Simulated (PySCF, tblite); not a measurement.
# C₅H₆OS+ (doublet): geometry, infrared bands and EPR parameters

Aim: predict the infrared bands and EPR parameters of C₅H₆OS+ (doublet) (`C#CC[S+]CC=O`).

The runs use tblite 0.8.0 and PySCF 2.14.0, with density-fitted response routines of our own; the level of theory stands in each step. All values are computed, except where a source is named. Atoms count from 0, in the outputs and in this text.

**1. Starting geometry**

13 atoms, charge 1, multiplicity 2; geometry from: force field or distance geometry start.

Bonds of the start (Å): C0–C1 1.20, C1–C2 1.47, C2–S3 1.82, S3–C4 1.80, C4–C5 1.51, C5–O6 1.23, C0–H7 1.07, C2–H8 1.10, C2–H9 1.09, C4–H10 1.09, C4–H11 1.09, C5–H12 1.11.

**2. Geometry optimisation with GFN2-xTB**

The job: settings as JSON, then the geometry in Å.

```
{"job": {"kind": "relax", "xc": "GFN2-xTB", "basis": "xTB"}, "charge": 1, "multiplicity": 2}
C      2.492200     0.113700    -1.503700
C      1.664300    -0.502500    -0.887300
C      0.683500    -1.277500    -0.117100
S      0.166000    -0.417900     1.404400
C     -0.762200     0.961400     0.704800
C     -2.064900     0.466900     0.121200
O     -2.317900     0.477000    -1.080400
H      3.212300     0.674800    -2.053100
H     -0.201100    -1.495900    -0.730700
H      1.099900    -2.239000     0.175700
H     -0.998100     1.680400     1.486100
H     -0.183000     1.478700    -0.067100
H     -2.795300     0.080500     0.864900
```

Run with:

```sh
$ OMP_NUM_THREADS=1 python probes_run.py task.json out
```

One launch serves the whole session: the jobs run in the order shown.

Standard output:

```text
step      E/eV     max force
  0    -557.11789    3.359
  1    -557.10302    4.878
  2    -557.22415    0.590
  3    -557.22897    0.944
  4    -557.23844    0.421
  5    -557.24327    0.284
  6    -557.24926    0.194
  7    -557.25120    0.145
  8    -557.25368    0.123
  9    -557.25526    0.121
 10    -557.25760    0.144
 11    -557.26046    0.167
 12    -557.26456    0.253
 13    -557.26951    0.274
 14    -557.27521    0.193
 15    -557.28120    0.221
 16    -557.28765    0.269
 17    -557.29551    0.363
 18    -557.30448    0.349
 19    -557.31185    0.179
 20    -557.31685    0.153
 21    -557.31973    0.353
 22    -557.32231    0.384
 23    -557.32629    0.250
 24    -557.33177    0.112
 25    -557.33593    0.148
 26    -557.34030    0.277
 27    -557.34541    0.276
 28    -557.35610    0.209
 29    -557.36306    0.296
 30    -557.36464    0.436
 31    -557.37283    0.566
 32    -557.37920    0.200
 33    -557.38468    0.228
 34    -557.39282    0.388
 35    -557.39602    0.261
 36    -557.40497    0.250
 37    -557.41120    0.475
 38    -557.41324    0.439
 39    -557.42023    0.197
 40    -557.42498    0.166
 41    -557.43139    0.295
 42    -557.43579    0.286
 43    -557.44199    0.181
 44    -557.44736    0.218
 45    -557.45479    0.228
 46    -557.46400    0.248
 47    -557.46994    0.760
 48    -557.47245    0.544
 49    -557.48082    0.122
 50    -557.48208    0.106
 51    -557.48429    0.101
 52    -557.48597    0.116
 53    -557.48867    0.134
 54    -557.49019    0.096
 55    -557.49110    0.071
 56    -557.49178    0.089
 57    -557.49269    0.091
 58    -557.49365    0.105
 59    -557.49452    0.096
 60    -557.49535    0.091
 61    -557.49663    0.098
 62    -557.49870    0.109
 63    -557.50112    0.122
 64    -557.50275    0.105
 65    -557.50348    0.071
 66    -557.50395    0.058
 67    -557.50473    0.072
 68    -557.50585    0.103
 69    -557.50706    0.117
 70    -557.50801    0.107
 71    -557.50875    0.087
 72    -557.50964    0.085
 73    -557.51079    0.097
 74    -557.51185    0.100
 75    -557.51247    0.111
 76    -557.51277    0.075
 77    -557.51302    0.061
 78    -557.51332    0.054
 79    -557.51360    0.039
 80    -557.51378    0.041
 81    -557.51387    0.027
 82    -557.51395    0.033
 83    -557.51408    0.044
 84    -557.51432    0.085
 85    -557.51473    0.126
 86    -557.51529    0.139
 87    -557.51585    0.105
 88    -557.51623    0.058
 89    -557.51646    0.040
 90    -557.51664    0.039
 91    -557.51679    0.032
 92    -557.51693    0.027
 93    -557.51705    0.030
 94    -557.51716    0.028
 95    -557.51724    0.025
 96    -557.51732    0.024
 97    -557.51739    0.024
 98    -557.51747    0.027
 99    -557.51753    0.019
100    -557.51758    0.020
101    -557.51763    0.025
102    -557.51772    0.030
103    -557.51783    0.034
104    -557.51791    0.032
105    -557.51796    0.025
106    -557.51800    0.020
107    -557.51807    0.028
108    -557.51820    0.041
109    -557.51837    0.047
110    -557.51853    0.020
111    -557.51860    0.016
112    -557.51862    0.014
113    -557.51866    0.015
114    -557.51869    0.015
115    -557.51872    0.011
116    -557.51873    0.006
```

Run time: 0.54 s. Hardware: 1 thread of Arm Neoverse V2, shared host.

Step by step: (not every step is listed) (the energy doesn't fall at every step)

```
step  energy from step 0 (eV)  largest force (eV/Å)
   0                   0.0000                3.3592
   1                   0.0149                4.8784
   2                  -0.1063                0.5896
   3                  -0.1111                0.9439
   4                  -0.1205                0.4211
   5                  -0.1254                0.2838
   6                  -0.1314                0.1941
   7                  -0.1333                0.1453
   8                  -0.1358                0.1231
  18                  -0.1866                0.3490
  28                  -0.2382                0.2095
  38                  -0.2953                0.4395
  48                  -0.3546                0.5445
  58                  -0.3758                0.1050
  68                  -0.3880                0.1031
  78                  -0.3954                0.0536
  88                  -0.3983                0.0578
  98                  -0.3996                0.0271
 108                  -0.4003                0.0410
 111                  -0.4007                0.0156
 112                  -0.4007                0.0136
 113                  -0.4008                0.0149
 114                  -0.4008                0.0149
 115                  -0.4008                0.0110
 116                  -0.4008                0.0062
```

Close pairs (by a distance rule), those that changed most:

```
  bond  before (Å)  after (Å)  change (Å)
 C5–O6       1.228      1.186      -0.042
 C1–C2       1.468      1.430      -0.038
 C4–C5       1.511      1.527      +0.017
 C2–S3       1.823      1.809      -0.013
 C0–H7       1.065      1.052      -0.013
C5–H12       1.112      1.103      -0.009
 C2–H8       1.099      1.107      +0.009
 S3–C4       1.804      1.798      -0.006
```

The final coordinates are the input of the step that follows.

**3. Infrared spectrum with GFN2-xTB**

The job: settings as JSON, then the geometry in Å.

```
{"job": {"kind": "ir", "xc": "GFN2-xTB", "basis": "xTB"}, "charge": 1, "multiplicity": 2}
C      1.962364     0.365739    -1.579054
C      1.389563    -0.443153    -0.898754
C      0.701725    -1.392648    -0.079547
S      0.041608    -0.761169     1.482018
C     -0.679574     0.790213     0.929208
C     -1.761807     0.588015    -0.129396
O     -1.859007    -0.357904    -0.838104
H      2.505083     1.036493    -2.181564
H     -0.191063    -1.742169    -0.633434
H      1.328825    -2.255912     0.156299
H     -1.087253     1.303659     1.800463
H      0.091329     1.418096     0.469817
H     -2.446181     1.451226    -0.180190
```

Standard output:

```text
mode    cm-1     km/mol
  1      55.2      1.10
  2     112.7     11.64
  3     154.0      8.58
  4     164.9      5.00
  5     216.5      3.75
  6     256.4      0.66
  7     312.9     12.39
  8     433.7      1.59
  9     566.5      7.15
 10     648.2     22.50
 11     658.5     40.44
 12     686.6     19.86
 13     713.4      7.18
 14     761.9      6.21
 15     794.7     20.11
 16     891.4     23.13
 17     910.9     10.81
 18    1014.9      1.72
 19    1034.5      6.46
 20    1056.2      4.69
 21    1169.4     25.41
 22    1188.5     19.71
 23    1270.8      3.50
 24    1288.3     45.07
 25    1334.3     41.71
 26    1807.1    217.78
 27    2221.7    247.24
 28    2789.6     60.26
 29    2815.4     19.12
 30    2933.9     13.58
 31    2971.8     24.19
 32    3008.7     20.04
 33    3361.7     71.70
```

It took 0.29 s on 1 thread of Arm Neoverse V2, shared host.

Which atoms move in the most intense modes:

```
cm⁻¹  km/mol                                atoms
 658    40.4            H7 53 %, C2 20 %, C0 10 %
1169    25.4  H9 38 %, H10 19 %, C2 15 %, H8 12 %
1288    45.1           H9 40 %, H8 33 %, H12 14 %
1334    41.7                   H10 49 %, H11 43 %
1807   217.8                     C5 56 %, O6 42 %
2222   247.2                     C1 59 %, C0 31 %
2790    60.3                              H8 92 %
3362    71.7                     H7 86 %, C0 13 %
```

**4. EPR parameters: B3LYP/pcH-1**

Settings changed since step 3:

```diff
@@ -1,2 +1,2 @@
-{"job": {"kind": "ir", "xc": "GFN2-xTB", "basis": "xTB"}, "charge": 1, "multiplicity": 2}
+{"job": {"kind": "epr", "basis": "pcH-1"}, "charge": 1, "multiplicity": 2}
 C      1.962364     0.365739    -1.579054
```

With the program's defaults for keys left out, this is: UKS B3LYP, pcH-1 on C H O S, non-relativistic, mean-field spin-orbit, GIAO.

Standard output:

```text
UKS, coarse grid
  cycle   1  E = -667.00369465  |g| = 6.37e-01
  cycle   2  E = -665.89446205  |g| = 1.63e+00
  cycle   3  E = -667.14317440  |g| = 2.34e-01
  cycle   4  E = -667.16448559  |g| = 1.19e-01
  cycle   5  E = -667.17084384  |g| = 5.97e-02
  cycle   6  E = -667.17276529  |g| = 1.85e-02
  cycle   7  E = -667.17290962  |g| = 7.35e-03
  cycle   8  E = -667.17293597  |g| = 2.68e-03
  cycle   9  E = -667.17293965  |g| = 1.27e-03
  cycle  10  E = -667.17294125  |g| = 5.09e-04
UKS, final grid
  cycle   1  E = -667.17290723  |g| = 7.07e-04
  cycle   2  E = -667.17290674  |g| = 1.25e-03
  cycle   3  E = -667.17290754  |g| = 2.22e-04
  cycle   4  E = -667.17290756  |g| = 5.91e-05
  cycle   5  E = -667.17290757  |g| = 5.32e-05
  cycle   6  E = -667.17290757  |g| = 2.67e-05
E = -667.17290757 Eh   <S^2> = 0.7531 (exact 0.7500)
g shifts (ppm)      1          2          3
  rmc          -238       -238       -238
  gc              3         40         42
  oz_so         118      14636      26419
  total        -116      14441      26226
hyperfine (MHz)  atom isotope    a_iso     a_fc   dipolar eigenvalues
    0   13C       4.55       4.35     -5.96     -4.02      9.98
    1   13C      11.31      11.03     -3.52     -1.94      5.46
    2   13C      -9.39      -9.79     -6.89     -5.78     12.66
    3   33S      24.53      23.77    -65.61    -62.51    128.12
    4   13C      -6.86      -7.24     -7.21     -6.47     13.68
    5   13C       1.56       1.62     -8.12     -3.87     11.99
    6   17O      -8.39      -8.42    -41.08     19.09     21.99
    7    1H      -3.94      -4.00     -2.77     -0.81      3.58
    8    1H     177.25     177.28     -8.24     -2.42     10.67
    9    1H      29.44      29.36     -3.66     -2.89      6.55
   10    1H      -0.64      -0.75     -3.61     -1.67      5.28
   11    1H      55.09      55.04     -3.62     -2.41      6.02
   12    1H     108.64     108.66     -3.45     -2.36      5.81
```

Wall time 58 s (1 thread of Arm Neoverse V2, shared host); peak memory 0.9 GiB.

Principal g values 2.00220, 2.01676, 2.02855; g(iso) = 2.01584, against 2.00232 for a free electron.

Hyperfine couplings; where a row names several nuclei, a(iso) is their mean (it holds for fast rotation or exchange) and the dipolar term the largest among them:

```
  nuclei  isotope  a(iso) (MHz)  a(iso) (G, at g = 2.0023)  largest dipolar term (MHz)
     H12       1H         108.6                       38.8                         5.8
  H8, H9       1H         103.3                       36.9                        10.7
H10, H11       1H          27.2                        9.7                         6.0
      S3      33S          24.5                        8.8                       128.1
      C1      13C          11.3                        4.0                         5.5
      C2      13C          -9.4                       -3.4                        12.7
      O6      17O          -8.4                       -3.0                       -41.1
      C4      13C          -6.9                       -2.4                        13.7
      C0      13C           4.5                        1.6                        10.0
      H7       1H          -3.9                       -1.4                         3.6
      C5      13C           1.6                        0.6                        12.0
```

Mulliken spin populations:

C0 0.05; C1 0.02; C2 -0.01; S3 0.66; C4 0.00; C5 0.01; O6 0.13; H7 0.00; H8 0.06; H9 0.01; H10 0.00; H11 0.02; H12 0.05

In first order the couplings over 0.8 MHz of 1H give 36 distinct lines over 133.4 G, if the averaged nuclei exchange fast.

The fields below are evaluated on a grid from the run's orbitals.

ELF in a plane through or near 5 of the atoms.

Values, 10 rows by 14 columns:
```
0.00 0.00 0.00 0.00 0.00 0.00 0.00 0.00 0.00 0.00 0.00 0.00 0.00 0.00
0.00 0.00 0.00 0.00 0.00 0.00 0.00 0.00 0.00 0.00 0.00 0.00 0.00 0.00
0.00 0.00 0.00 0.15 0.94 0.72 0.03 0.10 0.41 0.19 0.00 0.00 0.00 0.00
0.00 0.00 0.00 0.17 0.95 0.91 0.57 0.35 0.49 0.09 0.00 0.00 0.00 0.00
0.00 0.00 0.05 0.19 0.47 0.84 0.51 0.15 0.13 0.32 0.10 0.01 0.00 0.00
0.00 0.00 0.31 0.73 0.75 0.22 0.39 0.05 0.64 0.86 0.39 0.15 0.01 0.00
0.00 0.00 0.23 0.74 0.57 0.73 0.31 0.04 0.12 0.09 0.52 0.45 0.01 0.00
0.00 0.00 0.74 1.00 0.99 0.46 0.10 0.00 0.00 0.00 0.01 0.00 0.00 0.00
0.00 0.00 0.01 0.57 0.38 0.02 0.00 0.00 0.00 0.00 0.00 0.00 0.00 0.00
0.00 0.00 0.00 0.00 0.00 0.00 0.00 0.00 0.00 0.00 0.00 0.00 0.00 0.00
```
The map spans 10.4 Å across and 9.6 Å up, centred on the molecule. Atoms in the plane (x, y in Å): C0 (-2.1, -1.3), C1 (-1.6, -0.2), C2 (-1.1, 1.1), H7 (-2.6, -2.2), H9 (-1.8, 1.9).

log10 of the density (e/Å³) in the same plane.

Ten even steps from '0' (-4.0) to '9' (2.1):
```
0000000000000000000000000000
0000000000000000000000000000
0000000011111111110000000000
0000001122222222221100000000
0000012344443333332210000000
0000013455554444433211000000
0000123456666555544322100000
0000123456786655544332110000
0001234456666555555543221000
0012334567765545566654321000
0012345668765445666654332000
0012345677665445566555432000
0012446697654444444444331000
0012456666544333333333221000
0012346665433222222221110000
0001334544322110011100000000
0000123332210000000000000000
0000011111000000000000000000
0000000000000000000000000000
0000000000000000000000000000
```
The map spans 10.4 Å across and 9.6 Å up, centred on the molecule. Atoms in the plane (x, y in Å): C0 (-2.1, -1.3), C1 (-1.6, -0.2), C2 (-1.1, 1.1), H7 (-2.6, -2.2), H9 (-1.8, 1.9).

On the surface of density 0.002 e/bohr³ the electrostatic potential runs, from the 1st to the 99th percentile, from 2.64 V near O6 to 6.05 V near H11.

The spin density lies nearest to S3 56 %; O6 11 %; H8 6 %.

**5. Summary of results**

```
                                 quantity                  value
strongest single infrared mode (GFN2-xTB)  2222 cm⁻¹, 247 km/mol
             zero-point energy (GFN2-xTB)          56.6 kcal/mol
                           g(iso) (B3LYP)                2.01584
                                     ⟨S²⟩     0.753 (exact 0.75)
       largest a(iso) (averaged by class)   1H on H12, 108.6 MHz
```

The optimisation took 116 steps and gained 0.401 eV; among the close pairs (by a distance rule), C5–O6 changed most, from 1.228 to 1.186 Å. No mode is imaginary among the 33: a minimum at this level. The strongest single mode, at 2222 cm⁻¹, moves mainly C1 and C0. GFN2-xTB is a fitted tight-binding method: band positions and strengths are rough. Its intensities can rank the bands wrongly. S3 carries the largest spin population, 0.66 e. The isotropic g lies 13.5 ppt above the free-electron value.
